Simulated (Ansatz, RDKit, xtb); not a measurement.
# Isomers of C5H11B, a sample narrowed down, part 2 of 2

Which of a sample of isomers of C5H11B is the most stable in the gas at 298.15 K, and what are its properties? The sample is small against all isomers, and the most stable one of this formula need not be in it.

xtb, Ansatz and PySCF; isolated molecules.

### Step 9. Last filter: a higher level

Each finalist gets a single point at CCSD(T)/def2-SVP + MP2/def2-TZVPP - MP2/def2-SVP.

c676a, CCSD(T)/def2-SVP:

input.yaml reads:

```yaml
crystal:
  periodic: [false, false, false]
  atoms:
    - {symbol: C, position_ang: [-0.536604, -0.230283, -1.597023]}
    - {symbol: C, position_ang: [-0.727368, -0.012636, -0.105458]}
    - {symbol: C, position_ang: [-2.316846, -0.018462, 1.861879]}
    - {symbol: C, position_ang: [-1.512268, 1.288711, 1.804590]}
    - {symbol: C, position_ang: [-1.073789, 1.416691, 0.344487]}
    - {symbol: B, position_ang: [-1.691287, -0.915975, 0.740768]}
    - {symbol: H, position_ang: [0.256433, 0.413481, -2.011431]}
    - {symbol: H, position_ang: [-1.462532, 0.001253, -2.148180]}
    - {symbol: H, position_ang: [-0.273808, -1.274752, -1.823788]}
    - {symbol: H, position_ang: [0.224182, -0.288954, 0.417662]}
    - {symbol: H, position_ang: [-1.900465, -2.095104, 0.558271]}
    - {symbol: H, position_ang: [-3.344339, 0.158238, 1.469786]}
    - {symbol: H, position_ang: [-2.459926, -0.452950, 2.862936]}
    - {symbol: H, position_ang: [-2.065163, 2.170781, 2.164979]}
    - {symbol: H, position_ang: [-0.619169, 1.194691, 2.447470]}
    - {symbol: H, position_ang: [-1.918364, 1.786078, -0.266773]}
    - {symbol: H, position_ang: [-0.248709, 2.134471, 0.202570]}
basis:
  gaussian:
    orbitals: def2-SVP
correlation:
  method: ccsd_t
  frozen_orbitals: {B: 1, C: 1, H: 0}
```

Launch:

```
$ ansatz run input.yaml --threads 4 --pin off --max-ram 7830MiB --events-out events.jsonl --progress --plain --runs-dir runs
```

The program printed, cut to the lines that bear on the results:

```text
Warning: RAYON_NUM_THREADS=4 ignored (pool sized by the plan → 4); use --threads N
Functional definition: HF
  name "HF"
[...]
1446 factors; integrals over basis functions are off by at most 1.3e-3 eV
[...]
mean field -5993.74373571 eV, -220.2660195819 hartree, gradient 4.3e-6 eV, S^2 0.000000; 0 other end points of the search recorded, 0 dependent functions left out
6 core orbitals not correlated: weight in the atoms' cores, before any rotation towards them, 1.000 or more for the frozen orbitals, at most 0.000 for the correlated occupied ones
reference -5993.74373571 eV, -220.2660195819 hartree; 17, 17 occupied and 116, 116 virtual orbitals, 1446 factors
second order -21.52486903 eV of doubles, -0.00000000 eV of singles
cycle   1  -22.86117171 eV  change    -1.3e0 eV  update   9.3e-2
[...]
cycle   8  -23.54117419 eV  change    1.2e-5 eV  update   3.9e-5
perturbative correction -0.75030373 eV, -0.0275731537 hartree
Total energy: -6018.03521363 eV, -221.1587149302 hartree
```

It took 14 s on 4 threads of Arm Neoverse V2, shared host; peak memory 1.1 GiB.

### Step 10. c676a at MP2/def2-TZVPP

Edit input.yaml of step 9 so:

```diff
@@ -21,6 +21,4 @@
 basis:
-  gaussian:
-    orbitals: def2-SVP
-correlation:
-  method: ccsd_t
-  frozen_orbitals: {B: 1, C: 1, H: 0}
+  gaussian: {orbitals: def2-TZVPP}
+correlation: {method: mp2, frozen_orbitals: {B: 1, C: 1, H: 0}}
+total_charge: 0
```

Launch:

```
$ ansatz run input.yaml --threads 4 --pin off --max-ram 7830MiB --events-out events.jsonl --progress --plain --runs-dir runs
```

The program printed:

```text
Warning: RAYON_NUM_THREADS=4 ignored (pool sized by the plan → 4); use --threads N
Functional definition: HF
  name "HF"
  exchange = exact_x
  correlation = 0
1975 factors; integrals over basis functions are off by at most 1.1e-3 eV
mean field evaluation 1: about -5994.4404 eV, gradient 4.4e1 eV
mean field evaluation 2: about -5994.6863 eV, gradient 4.4e1 eV
mean field evaluation 4: about -6000.0189 eV, gradient 5.1e0 eV
mean field evaluation 8: about -6000.1104 eV, gradient 2.6e-1 eV
mean field -6000.11070931 eV, -220.5000015459 hartree, gradient 2.0e-6 eV, S^2 0.000000; 0 other end points of the search recorded, 0 dependent functions left out
6 core orbitals not correlated: weight in the atoms' cores, before any rotation towards them, 1.000 or more for the frozen orbitals, at most 0.000 for the correlated occupied ones
reference -6000.11070931 eV, -220.5000015459 hartree; 17, 17 occupied and 317, 317 virtual orbitals, 1975 factors
second order -26.18723783 eV of doubles, -0.00000000 eV of singles
Total energy: -6026.29794714 eV, -221.4623647858 hartree
```

Wall time 5.4 s (4 threads of Arm Neoverse V2, shared host); peak memory 1.2 GiB.

### Step 11. c138b at CCSD(T)/def2-SVP

input.yaml reads:

```yaml
crystal:
  periodic: [false, false, false]
  atoms:
    - symbol: C
      position_ang: [-1.220072, -1.136550, -1.657387]
    - symbol: C
      position_ang: [-1.094130, -0.527380, 1.078611]
    - symbol: C
      position_ang: [-1.350184, 0.801871, 1.178634]
    - symbol: C
      position_ang: [-1.575911, 1.453210, 2.510211]
    - symbol: C
      position_ang: [-1.395478, 1.752358, 0.021562]
    - symbol: B
      position_ang: [-0.814313, -1.403243, -0.163530]
    - symbol: H
      position_ang: [-0.315199, -0.777127, -2.186720]
    - symbol: H
      position_ang: [-2.018347, -0.399787, -1.823089]
    - symbol: H
      position_ang: [-1.489244, -2.076846, -2.165074]
    - symbol: H
      position_ang: [-0.209191, -2.438794, 0.050377]
    - symbol: H
      position_ang: [-1.033804, -1.046880, 2.045353]
    - symbol: H
      position_ang: [-2.535007, 1.999095, 2.515023]
    - symbol: H
      position_ang: [-1.582288, 0.724867, 3.332138]
    - symbol: H
      position_ang: [-0.794660, 2.205207, 2.715659]
    - symbol: H
      position_ang: [-1.118193, 1.289421, -0.930301]
    - symbol: H
      position_ang: [-2.406687, 2.183415, -0.078279]
    - symbol: H
      position_ang: [-0.717593, 2.603085, 0.204069]
basis:
  gaussian:
    orbitals: def2-SVP
magnetization:
  spin_polarized: false
correlation:
  method: ccsd_t
  frozen_orbitals: {B: 1, C: 1, H: 0}
```

Launch:

```
$ ansatz run input.yaml --threads 4 --pin off --max-ram 7830MiB --events-out events.jsonl --progress --plain --runs-dir runs
```

The program printed, cut to the lines that bear on the results:

```text
Warning: RAYON_NUM_THREADS=4 ignored (pool sized by the plan → 4); use --threads N
Functional definition: HF
  name "HF"
[...]
1448 factors; integrals over basis functions are off by at most 1.4e-3 eV
[...]
mean field -5993.46257863 eV, -220.2556872499 hartree, gradient 3.5e-6 eV, S^2 0.000000; 0 other end points of the search recorded, 0 dependent functions left out
6 core orbitals not correlated: weight in the atoms' cores, before any rotation towards them, 1.000 or more for the frozen orbitals, at most 0.000 for the correlated occupied ones
reference -5993.46257863 eV, -220.2556872499 hartree; 17, 17 occupied and 116, 116 virtual orbitals, 1448 factors
second order -21.33691675 eV of doubles, -0.00000000 eV of singles
cycle   1  -22.67298664 eV  change    -1.3e0 eV  update   1.0e-1
[...]
cycle   9  -23.40328733 eV  change    9.7e-6 eV  update   2.9e-5
perturbative correction -0.78188883 eV, -0.0287338844 hartree
Total energy: -6017.64775479 eV, -221.1444760805 hartree
```

Run time: 15 s. Hardware: 4 threads of Arm Neoverse V2, shared host; peak memory 1.1 GiB.

### Step 12. Free energies and the winner

Energies in kcal/mol from c676a; G adds the thermal terms to the CCSD(T)/def2-SVP + MP2/def2-TZVPP - MP2/def2-SVP energy. The columns left of the relaxed level are at the tight-binding geometries.

```csv
label,SMILES,spin,GFN2-xTB,HF/STO-3G,r2SCAN-D4/def2-SVP,PBE0-D3(BJ)/def2-SVP,HF/def2-SVP,MP2/def2-SVP,CCSD(T)/def2-SVP + MP2/def2-TZVPP - MP2/def2-SVP,G,share at equilibrium,T1
c676a,C[C@@H]1BCCC1,singlet,0.0,0.0,0.0,0.0,0.0,0.0,0.0,0.0,98.3 %,0.008
c138b,CBC=C(C)C,singlet,17.6,36.3,8.5,12.0,6.5,10.8,6.9,2.4,1.7 %,0.010
c272a,BC1CCCC1,singlet,-2.5,9.1,14.1,13.7,11.9,12.7,11.8,10.7,< 0.1 %,0.008
```

Lowest found: c676a, `C[C@@H]1BCCC1`, a singlet. Some bond lengths: C1–C2 1.519 Å, C3–C4 1.536 Å, C2–C5 1.538 Å, C4–C5 1.530 Å, C2–B6 1.569 Å, C3–B6 1.566 Å, C1–H7 1.102 Å, C1–H8 1.102 Å, C1–H9 1.101 Å, C2–H10 1.120 Å, B6–H11 1.211 Å, C3–H12 1.114 Å, C3–H13 1.101 Å, C4–H14 1.102 Å, C4–H15 1.104 Å, C5–H16 1.106 Å. Some angles: C1–C2–C5 116.7°, C1–C2–B6 121.6°, C5–C2–B6 103.8°, C3–C4–C5 104.9°, C4–C3–B6 104.6°, C2–C5–C4 105.4°, C2–B6–C3 107.5°, C1–C2–H10 108.4°, C5–C2–H10 106.5°, B6–C2–H10 97.4°.

```xyz
17

C    -0.5366   -0.2303   -1.5970
C    -0.7274   -0.0126   -0.1055
C    -2.3168   -0.0185    1.8619
C    -1.5123    1.2887    1.8046
C    -1.0738    1.4167    0.3445
B    -1.6913   -0.9160    0.7408
H     0.2564    0.4135   -2.0114
H    -1.4625    0.0013   -2.1482
H    -0.2738   -1.2748   -1.8238
H     0.2242   -0.2890    0.4177
H    -1.9005   -2.0951    0.5583
H    -3.3443    0.1582    1.4698
H    -2.4599   -0.4530    2.8629
H    -2.0652    2.1708    2.1650
H    -0.6192    1.1947    2.4475
H    -1.9184    1.7861   -0.2668
H    -0.2487    2.1345    0.2026
```

### Step 13. What came out

What follows sums up all 2 parts.

```
                                 quantity                                                                     value
                   lowest structure found                                                    C[C@@H]1BCCC1, singlet
                            next finalist                              CBC=C(C)C, singlet, 2.4 kcal/mol higher in G
share at equilibrium, among the finalists                                                                    98.3 %
                                   funnel  41 starts, 35 minima at GFN2-xTB, 18 screening runs, 5 relaxed, 3 ranked
                     CPU time of all runs                                                                    16 min
```

**Reading.** `C[C@@H]1BCCC1` comes out lowest. The margin, 2.4 kcal/mol, is modest. HF/STO-3G, r2SCAN-D4/def2-SVP, PBE0-D3(BJ)/def2-SVP, HF/def2-SVP and MP2/def2-SVP already put its bonding pattern lowest among the structures in one piece; GFN2-xTB favours the singlet BC1CCCC1. The largest share of the time went into the relaxations (64 %). 15 minima inside the window were never screened. The search is not exhaustive (a finite list of starts, one conformer a finalist), so a lower isomer can't be ruled out. Only 14 drawn patterns were tried, so whole families of isomers are missing, and the result ranks this sample alone. The lowest isomer need not be the one that is made and kept in a bottle, which depends on barriers.
